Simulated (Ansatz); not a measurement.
# C2H6ClNOSi: up Jacob's ladder to CCSD(T)

One table from this session's results is given with a row withheld; the runs are named, their logs left out.

Computed with Ansatz 0.2.0, Gaussian basis. Level: functionals in def2-TZVPP, the program's frozen cores in correlated methods.

Levels to be run: PBE-D4, r2SCAN-D4, PBE0-D4, B3LYP-D4, ωB97X-V, ωB97M-V, B2PLYP; CCSD(T)/def2-TZVPP; MP2/def2-QZVPP; extrapolation to the limit.

**The geometry**

All runs share one geometry, relaxed beforehand with PBE0-D4 in a triple-zeta def2 set.

SMILES `CC(=O)N[SiH2]Cl`, 12 atoms, charge 0, spin multiplicity 1.

Atoms are counted from 1 here; the program's logs count them from 0.

Bond lengths: C1–C2 1.499 Å, C1–H7 1.093 Å, C1–H8 1.087 Å, C1–H9 1.093 Å, C2–O3 1.223 Å, C2–N4 1.357 Å, N4–Si5 1.750 Å, N4–H10 1.006 Å, Si5–Cl6 2.068 Å, Si5–H11 1.473 Å, Si5–H12 1.473 Å. Angles: C2–C1–H7 110.4°, C2–C1–H8 109.4°, C2–C1–H9 110.2°, H7–C1–H8 109.6°, H7–C1–H9 107.7°, H8–C1–H9 109.5°, C1–C2–O3 123.8°, C1–C2–N4 119.0°, O3–C2–N4 117.2°, C2–N4–Si5 111.2°, C2–N4–H10 121.8°, Si5–N4–H10 127.0°, N4–Si5–Cl6 103.1°, N4–Si5–H11 112.4°, N4–Si5–H12 112.5°, Cl6–Si5–H11 106.9°, Cl6–Si5–H12 106.9°, H11–Si5–H12 114.1°.

The first run:

in.yaml reads:

```yaml
crystal:
  periodic: [false, false, false]
  atoms:
    - {symbol: C, position_ang: [0.574977, -1.419794, 1.369073]}
    - {symbol: C, position_ang: [-0.165548, -0.636059, 0.328304]}
    - {symbol: O, position_ang: [-1.240584, -0.977261, -0.144633]}
    - {symbol: N, position_ang: [0.371715, 0.523803, -0.127361]}
    - {symbol: Si, position_ang: [-0.659026, 1.269979, -1.329020]}
    - {symbol: Cl, position_ang: [0.379959, 2.984207, -1.838004]}
    - {symbol: H, position_ang: [1.568121, -1.692804, 1.004170]}
    - {symbol: H, position_ang: [0.014447, -2.320031, 1.609010]}
    - {symbol: H, position_ang: [0.705591, -0.819081, 2.272568]}
    - {symbol: H, position_ang: [1.252994, 0.870345, 0.213574]}
    - {symbol: H, position_ang: [-1.951768, 1.702540, -0.769996]}
    - {symbol: H, position_ang: [-0.773979, 0.458857, -2.553583]}
basis:
  gaussian: {orbitals: def2-TZVPP}
hamiltonian: {xc: pbe, dispersion: d4}
output: {forces: true, orbitals: {seedname: orbitals}}
```

On the command line:

```console
> ansatz run in.yaml --threads 2 --pin off --events-out ev --progress --plain --max-ram 22528MiB --backend cuda --devices 0, --max-vram 18GiB
```

Among the steps run: PBE-D4 (GGA); r2SCAN-D4 (meta-GGA); PBE0-D4 (hybrid); B3LYP-D4 (hybrid); ωB97X-V (range-separated); ωB97M-V (range-separated); B2PLYP (double hybrid); CCSD(T) in def2-TZVPP; MP2 in def2-QZVPP.

One table of the session follows, with a row left open; its other results are not shown here.

| method | atomisation energy (kcal/mol) |
| --- | --- |
| PBE-D4 | 1136.6 |
| r2SCAN-D4 | 1113.0 |
| PBE0-D4 | 1112.8 |
| B3LYP-D4 | 1108.9 |
| ωB97X-V | 1115.6 |
| ωB97M-V | 1115.3 |
| B2PLYP | 1097.2 |
| HF/def2-TZVPP | 792.2 |
| MP2/def2-TZVPP | ? |
| CCSD/def2-TZVPP | 1057.3 |
| CCSD(T)/def2-TZVPP | 1076.3 |
| MP2/CBS | 1132.9 |
| CCSD(T)/CBS | 1108.9 |

**Question.** Estimate the row for MP2/def2-TZVPP.

As computed: atomisation energy (kcal/mol): 1100.3. In the column «atomisation energy (kcal/mol)» it lies between B2PLYP (1097.2) and B3LYP-D4 (1108.9).

Caveats from the session: Free atoms (2 C, 1 O, 1 N, 1 Si, 1 Cl, 6 H) were run apart at each level; the atomisation energy is their sum less the molecule, without zero-point or spin-orbit terms.
